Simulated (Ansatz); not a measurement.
# NbTe (Pm-3m) in Ansatz: equation of state

How stiff is NbTe in PBE, and what volume does it want? The cell is scaled to several volumes.

All numbers are computed with Ansatz 0.2.0; they aren't measurements. Logs are shortened: lines on timing, memory, paths and dates and some standing lists are left out, and cuts for length are marked.

### Step 1. The crystal as given

The structure is cubic, space group Pm-3m (No. 221). Conventional cell: a = 3.426 Å, b = 3.426 Å, c = 3.426 Å, α = 90.00°, β = 90.00°, γ = 90.00°. Nb (site symmetry m-3m) has 8 Te at 2.97 Å as nearest neighbours. Te (site symmetry m-3m) is surrounded by 8 Nb at 2.97 Å.

The cell was built by a generator and needn't be a form met in nature.

### Step 2. Single point, PBE, 18.89 Å³/atom (volume scaled by 0.94)

File input.yaml:

```yaml
crystal:
  lattice:
    - [3.3557681326, 0.0, 0.0]
    - [0.0, 3.3557681326, 0.0]
    - [0.0, 0.0, 3.3557681326]
  atoms:
    - { symbol: Nb, position: [0.5, 0.5, 0.5] }
    - { symbol: Te, position: [0.0, 0.0, 0.0] }
hamiltonian:
  xc: pbe
  pseudopotentials: { kind: paw }
kpoints:
  mp_grid: { grid: [8, 8, 8] }
scf:
  occupations: { method: fermi_dirac, width: 0.05 }
output:
  forces: true
  stress: true
  eigenvalues: true
```

Potentials or basis: Ansatz PAW.

The run is started by

```console
ansatz run input.yaml --threads 2 --pin off --max-ram 5632MiB --backend cpu --events-out ev --progress --plain --runs-dir out
```

Output:

```text
Warning: RAYON_NUM_THREADS=2 ignored (pool sized by the plan → 2); use --threads N
Engine: ansatz 0.2.0, x86_64-unknown-linux-gnu
Pseudopotentials: kind: paw
Pseudopotential: Nb, paw, valence charge 13, recommended cutoff 420 eV (normal), Nb.paw.azcp
Pseudopotential: Te, paw, valence charge 16, recommended cutoff 420 eV (normal), Te.paw.azcp
Functional definition: PBE
  parameter kappa = 0.804
  parameter beta = 0.06672455060314922
  exchange = pbe_x(kappa = kappa, mu = beta*pi^2/3)
  correlation = pbe_c(beta = beta)
Crystal: 2 atoms, lattice volume = 37.790 Å³
Basis set: ecut = 420 eV, 739 PW (Γ), exchange–correlation on 48×48×48 points (8 copies of the dense FFT grid, shifted against one another)
Bands: 19, of which v1, the nominal top of the filled ones, is band 15 counted from 1 (14 counted from 0)
Symmetry: 48 space group operations
Space group: Pm-3m (ITA 221), of the structure as read, at distance tolerance 3.4e-5 Å
k-points: 35 of 512
Non-local potential: Nb, projectors of the file, l = 0: 3, l = 1: 2, l = 2: 2, l = 3: 1
Non-local potential: Te, projectors of the file, l = 0: 2, l = 1: 2, l = 2: 2, l = 3: 2
PAW form: soft (Blöchl's): semilocal exchange-correlation on the pseudo side does not see the compensation charge
PAW one-centre angular grid: Nb, 590 points (default); XC on 64 Gauss nodes
PAW one-centre angular grid: Te, 590 points (default); XC on 64 Gauss nodes
Initial density: superposition of atomic densities (neutral atoms: chi_scale 0, normalization atom), corrected by the library's trained network
Initial wavefunctions: pseudopotential atomic-orbital guess
Functional: x = pbe(κ = 0.804, μ = 0.2195149727645171), c = pbe(β = 0.06672455060314922)
SCF iter   1: F=—  HF=-11532.309614 eV  |F-HF|=—  |Δ(HF+E_count)|=         —  Δρ=3.72e-3  dr2=4.28e-3  ethr=1.77e-3  ⟨swp⟩=5.9  Hψ=3272  notcnv=0
preconditioner: auto → none  [metal: Δε(μ)=0.064 eV  Ē_g=8.064 eV  σ=0.050 eV  W_gap=0.31  n_scr=6 (ndim 8)  ℏωp=20.0 eV  f_vac=0.000  D(μ)=1.93/eV (n_scr^D=18)  sad-step TF]
SCF iter   2: F=—  HF=-11532.309408 eV  |F-HF|=—  |Δ(HF+E_count)|=   2.07e-4  Δρ=2.48e-3  dr2=2.25e-3  ethr=1.48e-5  ⟨swp⟩=1.3  Hψ=998  notcnv=0
SCF iter   3: F=—  HF=-11532.309429 eV  |F-HF|=—  |Δ(HF+E_count)|=   2.17e-5  Δρ=6.41e-4  dr2=1.52e-4  ethr=7.74e-6  ⟨swp⟩=2.0  Hψ=1125  notcnv=0
SCF iter   4: F=—  HF=-11532.309335 eV  |F-HF|=—  |Δ(HF+E_count)|=   9.39e-5  Δρ=2.29e-4  dr2=8.16e-6  ethr=5.25e-7  ⟨swp⟩=2.0  Hψ=1093  notcnv=0
SCF iter   5: F=—  HF=-11532.309316 eV  |F-HF|=—  |Δ(HF+E_count)|=   1.95e-5  Δρ=2.51e-5  dr2=1.17e-7  ethr=2.81e-8  ⟨swp⟩=2.0  Hψ=1100  notcnv=0
SCF iter   6: F=-11532.309316 eV  HF=-11532.309316 eV  |F-HF|=6.36e-9  |Δ(HF+E_count)|=   8.11e-9  Δρ=4.90e-6  dr2=8.75e-9  ethr=3.45e-10  ⟨swp⟩=5.1  Hψ=2510  notcnv=0
SCF 1 converged in 6 iterations: F = -11532.309316 eV  dr2 = 8.75e-9
SCF converged after 6 iterations
Free energy (F): -11532.309316 eV
Harris-Foulkes:  -11532.309316 eV  (|F-HF|=6.36e-9)
Internal energy: -11532.292034 eV  (E = F + TS)
E sigma→0 (E₀):  -11532.300675 eV
Entropy (-TS):   -0.017282 eV (-8.641 meV/atom)
Fermi energy:    18.697936 eV
--- Per-component energies (eV) ---
  E_band       = -190.521991
  E_kinetic    = 580.608353
  E_local      = -1391.214074  (includes V_loc(G=0)·N_el)
  E_nonlocal   = -188.557166
  E_hartree    = 809.297679
  E_xc         = -302.130758
  E_vxc        = -320.474909  (∫ρ·V_xc dr)
  E_paw        = -7737.381133  (= ΣΔE_a)
  E_vpaw       = -489.482676  (= ΣTr[D̂ρ^β])
  E_aug_tail   = -0.000197  (compensation charges beyond the density's cutoff)
  E_ewald      = -3302.914737
  E_smearing   = -0.017282  (= −TS)
  E_closure    = 0.000000  (closes the sum)
  Σ components = -11532.309316   (vs F -11532.309316, Δ=0.00e0)
--- Forces (eV/Å), atoms counted from 1 ---
  atom   1  Nb     0.00000000    -0.00000000     0.00000000
  atom   2  Te    -0.00000000     0.00000000     0.00000000
  max |Σ_I F_I| component: 3.64e-29 eV/Å
--- Stress (GPa, compression-positive) ---
        9.446465      -0.000000       0.000000
        0.000000       9.446465       0.000000
        0.000000       0.000000       9.446465
  P = ⅓ Tr σ = 9.4465 GPa (94.465 kbar)
--- Band table (eV; the first three rows and the last of 35) ---
  k-point 0: bands = ["-36.4590", "-19.1451", "-19.1451", "-19.1131", "-19.1131", "-19.1131", "-12.4898", "-12.4898", "-12.4898", "3.8650", "15.7582", "15.7582", "17.5199", "17.5199", "17.5199", "19.8322", "19.8322", "19.8322", "22.9635"]
  k-point 1: bands = ["-36.4565", "-19.1449", "-19.1398", "-19.1152", "-19.1152", "-19.1129", "-12.5282", "-12.4847", "-12.4847", "4.0702", "14.8575", "15.8571", "17.0951", "17.0951", "17.7433", "19.8539", "20.4064", "20.4064", "23.8133"]
  k-point 2: bands = ["-36.4505", "-19.1444", "-19.1269", "-19.1203", "-19.1203", "-19.1125", "-12.6195", "-12.4722", "-12.4722", "4.6407", "12.9691", "16.1190", "16.4037", "16.4037", "18.7216", "19.9071", "21.5922", "21.5922", "24.7681"]
  k-point 34: bands = ["-36.4100", "-19.1420", "-19.1420", "-19.1420", "-19.0873", "-19.0873", "-12.6438", "-12.6438", "-12.6438", "8.3985", "11.8414", "11.8414", "11.8414", "20.8573", "20.8573", "20.8573", "21.5434", "21.5434", "23.9720"]
```

Run time: 1.8 s. Hardware: 2 threads of Intel Xeon at 2.50GHz (Skylake/Cascade Lake), shared host; peak memory 0.34 GiB.

Results:

```
Free energy            : -11532.3093 eV
Pressure               : 9.4 GPa
Band gap on the k mesh : none (metal or under the smearing width)
```

### Step 3. Single point, PBE, 19.30 Å³/atom (volume scaled by 0.96)

input.yaml, as its differences from that of step 2:

```diff
@@ -2,5 +2,5 @@
   lattice:
-    - [3.3557681326, 0.0, 0.0]
-    - [0.0, 3.3557681326, 0.0]
-    - [0.0, 0.0, 3.3557681326]
+    - [3.3794010812, 0.0, 0.0]
+    - [0.0, 3.3794010812, 0.0]
+    - [0.0, 0.0, 3.3794010812]
   atoms:
```

Potentials or basis: Ansatz PAW.

The run is started by

```console
ansatz run input.yaml --threads 2 --pin off --max-ram 5632MiB --backend cpu --events-out ev --progress --plain --runs-dir out
```

Run time: 1.9 s. Hardware: 2 threads of Intel Xeon at 2.50GHz (Skylake/Cascade Lake), shared host; peak memory 0.34 GiB.

The run converged. Its results:

* Free energy: -11532.3478 eV
* Pressure: 5.9 GPa
* Band gap on the k mesh: none (metal or under the smearing width)

### Step 4. Single point, PBE, 19.70 Å³/atom (volume scaled by 0.98)

input.yaml, as its differences from that of step 3:

```diff
@@ -2,5 +2,5 @@
   lattice:
-    - [3.3794010812, 0.0, 0.0]
-    - [0.0, 3.3794010812, 0.0]
-    - [0.0, 0.0, 3.3794010812]
+    - [3.4027080321, 0.0, 0.0]
+    - [0.0, 3.4027080321, 0.0]
+    - [0.0, 0.0, 3.4027080321]
   atoms:
```

Potentials or basis: Ansatz PAW.

The run is started by

```console
ansatz run input.yaml --threads 2 --pin off --max-ram 5632MiB --backend cpu --events-out ev --progress --plain --runs-dir out
```

Output:

```text
Warning: RAYON_NUM_THREADS=2 ignored (pool sized by the plan → 2); use --threads N
[... 9 set-up lines as earlier in the session ...]
Crystal: 2 atoms, lattice volume = 39.398 Å³
Basis set: ecut = 420 eV, 751 PW (Γ), exchange–correlation on 48×48×48 points (8 copies of the dense FFT grid, shifted against one another)
[... 35 lines left out ...]
  E_vxc        = -319.026978  (∫ρ·V_xc dr)
  E_paw        = -7737.212905  (= ΣΔE_a)
  E_vpaw       = -489.269139  (= ΣTr[D̂ρ^β])
  E_aug_tail   = -0.000177  (compensation charges beyond the density's cutoff)
  E_ewald      = -3257.351473
  E_smearing   = -0.019869  (= −TS)
  E_closure    = 0.000000  (closes the sum)
  Σ components = -11532.369642   (vs F -11532.369642, Δ=0.00e0)
--- Forces (eV/Å), atoms counted from 1 ---
  atom   1  Nb     0.00000000    -0.00000000    -0.00000000
  atom   2  Te    -0.00000000     0.00000000    -0.00000000
  max |Σ_I F_I| component: 1.88e-29 eV/Å
--- Stress (GPa, compression-positive) ---
        2.823412       0.000000       0.000000
       -0.000000       2.823412       0.000000
        0.000000       0.000000       2.823412
  P = ⅓ Tr σ = 2.8234 GPa (28.234 kbar)
--- Band table (eV; the first three rows and the last of 35) ---
  k-point 0: bands = ["-37.4267", "-19.9730", "-19.9730", "-19.9457", "-19.9457", "-19.9457", "-13.4493", "-13.4493", "-13.4493", "3.2734", "15.0522", "15.0522", "16.5997", "16.5997", "16.5997", "18.8826", "18.8826", "18.8826", "21.5835"]
  k-point 1: bands = ["-37.4247", "-19.9728", "-19.9685", "-19.9475", "-19.9475", "-19.9456", "-13.4815", "-13.4451", "-13.4451", "3.4655", "14.1120", "15.1470", "16.2145", "16.2145", "16.8540", "18.9042", "19.4145", "19.4145", "22.4400"]
  k-point 2: bands = ["-37.4198", "-19.9724", "-19.9576", "-19.9516", "-19.9516", "-19.9453", "-13.5585", "-13.4349", "-13.4349", "3.9980", "12.2441", "15.3976", "15.5770", "15.5770", "17.8095", "18.9574", "20.5313", "20.5313", "23.4466"]
  k-point 34: bands = ["-37.3868", "-19.9692", "-19.9692", "-19.9692", "-19.9244", "-19.9244", "-13.5829", "-13.5829", "-13.5829", "7.4923", "11.2338", "11.2338", "11.2338", "19.8956", "19.8956", "19.8956", "20.4793", "20.4793", "22.7631"]
```

It took 1.9 s on 2 threads of Intel Xeon at 2.50GHz (Skylake/Cascade Lake), shared host; peak memory 0.34 GiB.

Results:

| Property | Result |
| --- | --- |
| Free energy | -11532.3696 eV |
| Pressure | 2.8 GPa |
| Band gap on the k mesh | none (metal or under the smearing width) |

### Step 5. Single point, PBE, 20.10 Å³/atom

input.yaml, as its differences from that of step 4:

```diff
@@ -2,5 +2,5 @@
   lattice:
-    - [3.4027080321, 0.0, 0.0]
-    - [0.0, 3.4027080321, 0.0]
-    - [0.0, 0.0, 3.4027080321]
+    - [3.4257, 0.0, 0.0]
+    - [0.0, 3.4257, 0.0]
+    - [0.0, 0.0, 3.4257]
   atoms:
```

The run is started by

```console
ansatz run input.yaml --threads 2 --pin off --max-ram 5632MiB --backend cpu --events-out ev --progress --plain --runs-dir out
```

Run time: 1.9 s. Hardware: 2 threads of Intel Xeon at 2.50GHz (Skylake/Cascade Lake), shared host; peak memory 0.34 GiB.

The run converged. Its results:

| Item | Value |
| --- | --- |
| Free energy | -11532.3767 eV |
| Pressure | 0.0 GPa |
| Band gap on the k mesh | none (metal or under the smearing width) |

### Step 6. Single point, PBE, 20.50 Å³/atom (volume scaled by 1.02)

input.yaml, as its differences from that of step 5:

```diff
@@ -2,5 +2,5 @@
   lattice:
-    - [3.4257, 0.0, 0.0]
-    - [0.0, 3.4257, 0.0]
-    - [0.0, 0.0, 3.4257]
+    - [3.4483874161, 0.0, 0.0]
+    - [0.0, 3.4483874161, 0.0]
+    - [0.0, 0.0, 3.4483874161]
   atoms:
```

Potentials or basis: Ansatz PAW.

The run is started by

```console
ansatz run input.yaml --threads 2 --pin off --max-ram 5632MiB --backend cpu --events-out ev --progress --plain --runs-dir out
```

Wall time 1.8 s (2 threads of Intel Xeon at 2.50GHz (Skylake/Cascade Lake), shared host); peak memory 0.34 GiB.

Results (log left out):

```
Free energy            : -11532.3705 eV
Pressure               : -2.5 GPa
Band gap on the k mesh : none (metal or under the smearing width)
```

### Step 7. Single point, PBE, 20.91 Å³/atom (volume scaled by 1.04)

input.yaml, as its differences from that of step 6:

```diff
@@ -2,5 +2,5 @@
   lattice:
-    - [3.4483874161, 0.0, 0.0]
-    - [0.0, 3.4483874161, 0.0]
-    - [0.0, 0.0, 3.4483874161]
+    - [3.4707801697, 0.0, 0.0]
+    - [0.0, 3.4707801697, 0.0]
+    - [0.0, 0.0, 3.4707801697]
   atoms:
```

The run is started by

```console
ansatz run input.yaml --threads 2 --pin off --max-ram 5632MiB --backend cpu --events-out ev --progress --plain --runs-dir out
```

It took 1.9 s on 2 threads of Intel Xeon at 2.50GHz (Skylake/Cascade Lake), shared host; peak memory 0.34 GiB.

It converged, with:

* Free energy: -11532.3525 eV
* Pressure: -4.7 GPa
* Band gap on the k mesh: none (metal or under the smearing width)

### Step 8. Single point, PBE, 21.31 Å³/atom (volume scaled by 1.06)

input.yaml, as its differences from that of step 7:

```diff
@@ -2,5 +2,5 @@
   lattice:
-    - [3.4707801697, 0.0, 0.0]
-    - [0.0, 3.4707801697, 0.0]
-    - [0.0, 0.0, 3.4707801697]
+    - [3.4928876458, 0.0, 0.0]
+    - [0.0, 3.4928876458, 0.0]
+    - [0.0, 0.0, 3.4928876458]
   atoms:
```

The run is started by

```console
ansatz run input.yaml --threads 2 --pin off --max-ram 5632MiB --backend cpu --events-out ev --progress --plain --runs-dir out
```

Wall time 2 s (2 threads of Intel Xeon at 2.50GHz (Skylake/Cascade Lake), shared host); peak memory 0.35 GiB.

The run converged. Its results:

* Free energy: -11532.3239 eV
* Pressure: -6.7 GPa
* Band gap on the k mesh: none (metal or under the smearing width)

### Step 9. Equation of state, PBE

Potentials or basis: Ansatz PAW.

No new run: the results of the series are fitted here.

Results:

* Equilibrium volume: 20.11 Å³/atom
* Bulk modulus: 131 GPa
* Pressure derivative of the bulk modulus: 4.7

Energy against volume, from the lowest point:
```tsv
volume (Å³/atom)	energy (meV/atom)
18.895	33.68
19.297	14.46
19.699	3.52
20.101	0.00
20.503	3.10
20.905	12.10
21.307	26.37
```

Spin-orbit coupling is left out, which matters for the levels of Te.
